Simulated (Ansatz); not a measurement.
Crystal: LaFeGe.

```
CELL_PARAMETERS angstrom
4.23181 0.00000 0.00000
-2.11590 3.66485 0.00000
0.00000 0.00000 4.28578
ATOMIC_POSITIONS crystal
La 0.00000 0.00000 0.00000
Ge 0.66667 0.33333 0.50000
Fe 0.33333 0.66667 0.50000
```

The cell comes from a database or a generator and needn't be the stable form of this composition.

A run of Ansatz 0.2.0 on this cell left the log below. Logs are shortened: lines on timing, memory, paths and dates and some standing lists are left out, and cuts for length are marked.

```text
Warning: output.stress: scf.convergence.dr2_threshold = 1e-7 eV (the SCF's general default) is looser than the 3e-10 eV advised for a printed stress (1e-10 eV for each atom of the cell: 3). What an SCF threshold leaves in a stress goes as its square root, and in the free energy as the threshold itself, and one threshold admits the most on a small cell: of the crystals measured, under no hybrid functional and no lock of the moments, on runs that ended without the residual-converged pass, on stresses that held no estimate of that error, the worst erred by over 100 MPa in a component at 1e-7 eV an atom and by under 5 at 1e-10. Set scf.convergence.dr2_threshold to 3e-10 eV or tighter. The threshold is an SCF's pass mark: one that does not reach it within its budget of iterations ends unconverged, or closes short of it on a stop that the run arms, and scf.convergence.dr2_threshold's page says what that costs each kind of run
Warning: RAYON_NUM_THREADS=2 ignored (pool sized by the plan → 2); use --threads N
Engine: ansatz 0.2.0, x86_64-unknown-linux-gnu
Pseudopotentials: kind: paw
Pseudopotential: La, paw, valence charge 11, recommended cutoff 420 eV (normal), La.paw.azcp
Pseudopotential: Ge, paw, valence charge 14, recommended cutoff 420 eV (normal), Ge.paw.azcp
Pseudopotential: Fe, paw, valence charge 16, recommended cutoff 420 eV (normal), Fe.paw.azcp
Functional definition: PBE
  parameter kappa = 0.804
  parameter beta = 0.06672455060314922
  exchange = pbe_x(kappa = kappa, mu = beta*pi^2/3)
  correlation = pbe_c(beta = beta)
Crystal: 3 atoms, lattice volume = 66.468 Å³
Basis set: ecut = 420 eV, 1269 PW (Γ), exchange–correlation on 60×60×60 points (8 copies of the dense FFT grid, shifted against one another)
Bands: 29, of which v1, the nominal top of the filled ones, is band 21 counted from 1 (20 counted from 0)
Symmetry: 12 space group operations
Space group: P-6m2 (ITA 187), of the structure as read, at distance tolerance 4.1e-5 Å
Magnetic group: BNS 187.209 (UNI 1439), of the structure as read, at distance tolerance 4.1e-5 Å
k-points: 21 of 180 (time reversal used)
Non-local potential: La, projectors of the file, l = 0: 3, l = 1: 2, l = 2: 2, l = 3: 3
Non-local potential: Ge, projectors of the file, l = 0: 2, l = 1: 2, l = 2: 3, l = 3: 1
Non-local potential: Fe, projectors of the file, l = 0: 3, l = 1: 2, l = 2: 3, l = 3: 1
PAW form: soft (Blöchl's): semilocal exchange-correlation on the pseudo side does not see the compensation charge
[... 30 lines left out ...]
Free energy (F): -15024.304848 eV
Harris-Foulkes:  -15024.304848 eV  (|F-HF|=1.56e-8)
Internal energy: -15024.266017 eV  (E = F + TS)
E sigma→0 (E₀):  -15024.285433 eV
Entropy (-TS):   -0.038831 eV (-12.944 meV/atom)
Fermi energy:    12.729641 (↑ 14.264471, ↓ 11.194810) eV
--- Per-component energies (eV) ---
  E_band       = -446.153513
  E_kinetic    = 650.425720
  E_local      = -5763.446649  (includes V_loc(G=0)·N_el)
  E_nonlocal   = 741.920955
  E_hartree    = 2484.358020
  E_xc         = -331.659608
  E_vxc        = -362.582569  (∫ρ·V_xc dr)
  E_paw        = -8807.059764  (= ΣΔE_a)
  E_vpaw       = -681.180732  (= ΣTr[D̂ρ^β])
  E_aug_tail   = 0.001189  (compensation charges beyond the density's cutoff)
  E_ewald      = -3998.805879
  E_smearing   = -0.038831  (= −TS)
  E_closure    = -0.000000  (closes the sum)
  Σ components = -15024.304848   (vs F -15024.304848, Δ=0.00e0)
--- Forces (eV/Å), atoms counted from 1 ---
  atom   1  La     0.00000000     0.00000000     0.00000000
  atom   2  Ge     0.00000000     0.00000000     0.00000000
  atom   3  Fe     0.00000000     0.00000000     0.00000000
  max |Σ_I F_I| component: 9.71e-17 eV/Å
--- Stress (GPa, compression-positive) ---
        7.868440      -0.000000      -0.000000
       -0.000000       7.868440       0.000000
       -0.000000       0.000000       7.732793
  P = ⅓ Tr σ = 7.8232 GPa (78.232 kbar)
--- Band table (eV; the first three rows and the last of 42) ---
  k-point 0 ↑: bands = ["-77.9938", "-44.1959", "-43.9361", "-43.9361", "-19.5731", "-11.6073", "-11.5898", "-11.5898", "-11.5718", "-11.5718", "-3.4512", "-3.2846", "-3.2846", "2.3656", "7.6495", "7.6495", "7.8327", "8.0994", "8.0994", "11.8065", "11.8065", "11.8722", "12.0979", "13.3927", "15.0353", "15.0353", "15.2677", "15.2677", "15.6280"]
  k-point 1 ↑: bands = ["-77.9938", "-44.1959", "-43.9361", "-43.9361", "-19.5663", "-11.6063", "-11.5904", "-11.5904", "-11.5716", "-11.5716", "-3.6375", "-3.2722", "-3.2722", "2.7718", "7.5905", "7.5905", "7.9233", "8.0954", "8.0954", "10.3140", "12.0986", "12.0986", "13.0994", "13.7832", "14.4548", "14.4548", "15.1527", "15.1527", "15.5934"]
  k-point 2 ↑: bands = ["-77.9938", "-44.1960", "-43.9361", "-43.9361", "-19.5553", "-11.6048", "-11.5913", "-11.5913", "-11.5712", "-11.5712", "-3.9082", "-3.2520", "-3.2520", "3.4954", "7.5250", "7.5250", "8.0500", "8.0500", "8.1218", "8.8048", "12.8580", "12.8580", "13.8548", "13.8548", "14.1245", "14.4317", "14.4317", "14.5799", "15.5281"]
  k-point 20 ↓: bands = ["-74.2288", "-40.3595", "-40.3238", "-40.3236", "-19.1472", "-11.5420", "-11.5401", "-11.5339", "-11.5326", "-11.5309", "-3.1643", "-3.1020", "-3.0586", "4.2629", "8.4404", "10.5636", "10.8796", "11.2482", "11.4935", "11.5585", "11.7282", "12.6687", "13.5425", "15.4430", "15.5050", "15.6202", "15.6364", "15.6883", "15.7432"]
```

Task: What input gives this log?

Result: Single point with PBE, collinear spin, ferromagnetic start. The files as run (others can give the same):

input.yaml
```yaml
crystal:
  lattice:
    - [4.2318077991, 0.0, 0.0]
    - [-2.1159038996, 3.664853058, 0.0]
    - [0.0, 0.0, 4.285784]
  atoms:
    - { symbol: La, position: [0.0, 0.0, 0.0] }
    - { symbol: Ge, position: [0.6666666667, 0.3333333333, 0.5] }
    - { symbol: Fe, position: [0.3333333333, 0.6666666667, 0.5], spin: 6.0 }
hamiltonian:
  xc: pbe
  pseudopotentials: { kind: paw }
magnetization:
  spin_polarized: true
  initial_magnetization: 6.0
  spin_locking: { lock_magnetization: hard }
kpoints:
  mp_grid: { grid: [6, 6, 5] }
scf:
  occupations: { method: fermi_dirac, width: 0.05 }
  lower_state_search: "off"
output:
  forces: true
  stress: true
  eigenvalues: true
```

Potentials or basis: Ansatz PAW.
Run with:
```sh
$ ansatz run input.yaml --threads 2 --pin off --max-ram 5632MiB --backend cpu --events-out ev --progress --plain --runs-dir out
```

Caveat: the total moment is fixed, so each spin has its own Fermi level; the thresholds are loose for stress.
